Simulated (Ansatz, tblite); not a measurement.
# The cluster Al17As17H40: one state, many levels

Aim: run the singlet of the cluster Al17As17H40 at one geometry on many levels, and compare frontier levels, spin and run time.

The runs use Ansatz 0.2.0, Gaussian basis; as each input shows.

Plan: GFN1-xTB, GFN2-xTB, PBE-D4/def2-SVP, r2SCAN-D4/def2-SVP, B97M-V/def2-SVP, r2SCAN-D4/def2-mTZVP, HF/STO-3G.

1 further run of the same task is left out (set aside as unsound or not needed). Runs told in other sessions of the task aren't counted.

## (1) The relaxed structure

The singlet was relaxed beforehand with PBE-D4/def2-SVP.

74 atoms, charge 0, spin multiplicity 1.

Bond lengths: As1–Al2 2.540 Å, As1–Al7 2.481 Å, As1–H35 1.525 Å, As1–H36 1.521 Å, Al2–As4 2.483 Å, Al2–H37 1.600 Å, Al2–H38 1.622 Å, Al3–As4 2.520 Å, Al3–As10 2.539 Å, Al3–H39 1.609 Å, Al3–H40 1.609 Å, As4–Al5 2.484 Å, As4–Al12 2.415 Å, Al5–As6 2.546 Å, Al5–H41 1.600 Å, Al5–H42 1.619 Å, As6–Al17 2.481 Å, As6–H43 1.522 Å and more. Angles: Al2–As1–Al7 111.2°, Al2–As1–H35 116.6°, Al2–As1–H36 113.4°, Al7–As1–H35 108.6°, Al7–As1–H36 107.0°, H35–As1–H36 99.0°, As1–Al2–As4 98.3°, As1–Al2–H37 110.6°, As1–Al2–H38 99.2°, As4–Al2–H37 115.5°, As4–Al2–H38 109.5°, H37–Al2–H38 120.3°, As4–Al3–As10 102.3°, As4–Al3–H39 108.5°, As4–Al3–H40 108.1°, As10–Al3–H39 106.7°, As10–Al3–H40 107.1°, H39–Al3–H40 122.3° and more.

PBE0-D4/def2-SVP was run before; its log isn't repeated, and its numbers join the tables.

## (2) GFN1-xTB

Tight binding, by tblite at 300 K electronic temperature and without a spin-polarisation term:

```python
tblite.interface.Calculator('GFN1-xTB', numbers, positions, charge=0, uhf=0).singlepoint()
```

Energy -2297.5728 eV, HOMO -9.96 eV, LUMO -6.91 eV; 2 s.

## (3) GFN2-xTB

Tight binding, by tblite at 300 K electronic temperature and without a spin-polarisation term:

```python
tblite.interface.Calculator('GFN2-xTB', numbers, positions, charge=0, uhf=0).singlepoint()
```

Energy -2151.6876 eV, HOMO -9.36 eV, LUMO -7.28 eV; 2.4 s.

## (4) PBE-D4/def2-SVP

start.molden holds the orbitals of an earlier run on this state, given as this run's starting guess.

in.yaml

```yaml
crystal:
  periodic: [false, false, false]
  atoms:
    - {symbol: As, position_ang: [-1.459853, -5.212675, -0.568564]}
    - {symbol: Al, position_ang: [-3.318283, -4.193523, 0.831782]}
    - {symbol: Al, position_ang: [-3.668139, -2.127745, -2.896173]}
    - {symbol: As, position_ang: [-3.542893, -2.039045, -0.381077]}
    - {symbol: Al, position_ang: [-5.393511, -0.833511, 0.754627]}
    - {symbol: As, position_ang: [-5.257962, 1.348866, -0.549855]}
    - {symbol: Al, position_ang: [0.752355, -4.285861, 0.065203]}
    - {symbol: As, position_ang: [0.595020, -4.268409, 2.599874]}
    - {symbol: Al, position_ang: [0.523028, -2.058478, -2.980600]}
    - {symbol: As, position_ang: [-1.563941, -0.886585, -3.588227]}
    - {symbol: As, position_ang: [0.523543, -1.908957, -0.480714]}
    - {symbol: Al, position_ang: [-1.556771, -0.874861, 0.348634]}
    - {symbol: Al, position_ang: [0.396913, -2.100849, 3.844942]}
    - {symbol: As, position_ang: [-1.463359, -0.804312, 2.849958]}
    - {symbol: Al, position_ang: [-1.530371, 1.507535, -2.983875]}
    - {symbol: As, position_ang: [-1.401952, 1.439171, -0.483556]}
    - {symbol: Al, position_ang: [-3.352417, 2.806697, 0.082616]}
    - {symbol: Al, position_ang: [-1.574753, 1.461907, 3.847954]}
    - {symbol: As, position_ang: [-3.406688, 2.653714, 2.617473]}
    - {symbol: Al, position_ang: [4.614893, -2.219613, -3.035099]}
    - {symbol: As, position_ang: [2.590568, -0.838857, -3.599191]}
    - {symbol: As, position_ang: [4.477511, -1.906848, -0.482964]}
    - {symbol: Al, position_ang: [2.472026, -0.756644, 0.413955]}
    - {symbol: As, position_ang: [2.339411, -0.827438, 2.911267]}
    - {symbol: Al, position_ang: [2.685088, 1.549200, -2.928005]}
    - {symbol: As, position_ang: [0.572521, 2.665061, -3.606872]}
    - {symbol: As, position_ang: [2.637512, 1.526837, -0.418862]}
    - {symbol: Al, position_ang: [0.581265, 2.547360, 0.394601]}
    - {symbol: Al, position_ang: [2.468994, 1.425424, 3.969770]}
    - {symbol: As, position_ang: [0.490804, 2.492557, 2.893187]}
    - {symbol: Al, position_ang: [0.465903, 5.119637, -3.069917]}
    - {symbol: As, position_ang: [0.562486, 4.855107, -0.509886]}
    - {symbol: Al, position_ang: [4.659652, 2.773826, 0.330362]}
    - {symbol: As, position_ang: [4.473021, 2.418792, 2.862618]}
    - {symbol: H, position_ang: [-1.366610, -6.734681, -0.575304]}
    - {symbol: H, position_ang: [-1.629520, -4.977846, -2.061888]}
    - {symbol: H, position_ang: [-4.615128, -5.130928, 0.814446]}
    - {symbol: H, position_ang: [-2.500671, -3.954353, 2.212191]}
    - {symbol: H, position_ang: [-3.479419, -3.655603, -3.363201]}
    - {symbol: H, position_ang: [-4.920204, -1.233638, -3.365477]}
    - {symbol: H, position_ang: [-6.837323, -1.487507, 0.536355]}
    - {symbol: H, position_ang: [-4.921551, -0.327408, 2.218040]}
    - {symbol: H, position_ang: [-5.140454, 1.128801, -2.051364]}
    - {symbol: H, position_ang: [-6.526503, 2.196170, -0.541609]}
    - {symbol: H, position_ang: [2.113979, -5.007381, -0.355404]}
    - {symbol: H, position_ang: [-0.361347, -5.299198, 3.181438]}
    - {symbol: H, position_ang: [1.894174, -4.870733, 3.138594]}
    - {symbol: H, position_ang: [0.557471, -3.610019, -3.393605]}
    - {symbol: H, position_ang: [-1.578284, -0.897152, -5.117114]}
    - {symbol: H, position_ang: [0.418924, -2.272155, 5.431243]}
    - {symbol: H, position_ang: [-2.732349, -1.491176, 3.333916]}
    - {symbol: H, position_ang: [-2.850417, 2.317797, -3.406247]}
    - {symbol: H, position_ang: [-3.321167, 4.350503, -0.330207]}
    - {symbol: H, position_ang: [-1.701301, 1.568191, 5.435587]}
    - {symbol: H, position_ang: [-4.747041, 2.182491, 3.161063]}
    - {symbol: H, position_ang: [-3.430565, 4.066979, 3.194346]}
    - {symbol: H, position_ang: [4.299369, -3.777555, -3.237389]}
    - {symbol: H, position_ang: [5.976954, -1.507102, -3.483076]}
    - {symbol: H, position_ang: [2.600651, -0.798562, -5.126890]}
    - {symbol: H, position_ang: [4.661768, -3.219691, 0.268258]}
    - {symbol: H, position_ang: [5.677452, -1.156697, 0.083928]}
    - {symbol: H, position_ang: [3.595690, -1.550709, 3.391839]}
    - {symbol: H, position_ang: [4.001824, 2.312453, -3.423212]}
    - {symbol: H, position_ang: [0.613786, 2.640282, -5.134544]}
    - {symbol: H, position_ang: [2.473682, 1.450066, 5.565831]}
    - {symbol: H, position_ang: [0.504148, 3.940441, 3.376850]}
    - {symbol: H, position_ang: [-1.001620, 5.699512, -3.348059]}
    - {symbol: H, position_ang: [1.825210, 5.870501, -3.461749]}
    - {symbol: H, position_ang: [-0.555344, 5.620314, 0.189269]}
    - {symbol: H, position_ang: [1.751574, 5.574141, 0.114429]}
    - {symbol: H, position_ang: [5.992868, 1.995324, -0.098484]}
    - {symbol: H, position_ang: [4.417041, 4.350754, 0.149485]}
    - {symbol: H, position_ang: [5.628655, 1.565461, 3.378383]}
    - {symbol: H, position_ang: [4.819950, 3.682466, 3.643932]}
basis:
  gaussian: {orbitals: def2-SVP, fitting: {mean_field: def2-universal-jkfit}, initial_orbitals: start.molden}
hamiltonian: {xc: pbe, dispersion: d4}
scf: {omitted_lower_state_checks: [starts]}
output: {orbitals: {seedname: orbitals}}
```

Launch:

```console
> ansatz run in.yaml --threads 11 --pin off --events-out ev --progress --plain --max-ram 174080MiB --backend cuda --devices 0, --max-vram 75GiB
```

After this run come: r2SCAN-D4/def2-SVP; B97M-V/def2-SVP; r2SCAN-D4/def2-mTZVP; HF/STO-3G.

Q: Predict the results of all the runs planned. Wanted: gap in def2-SVP, named functionals, smallest and largest; binding an atom, functionals in def2-SVP.

The runs gave:

| quantity | value |
| --- | --- |
| gap in def2-SVP, named functionals, smallest and largest | 3.03 eV (PBE-D4), 4.60 eV (PBE0-D4) |
| binding an atom, functionals in def2-SVP | 2.85 (PBE0-D4) to 2.90 eV (B97M-V) |

Over the named functionals in def2-SVP the gap runs from 3.03 eV (PBE-D4) to 4.60 eV (PBE0-D4); exact exchange widens it.
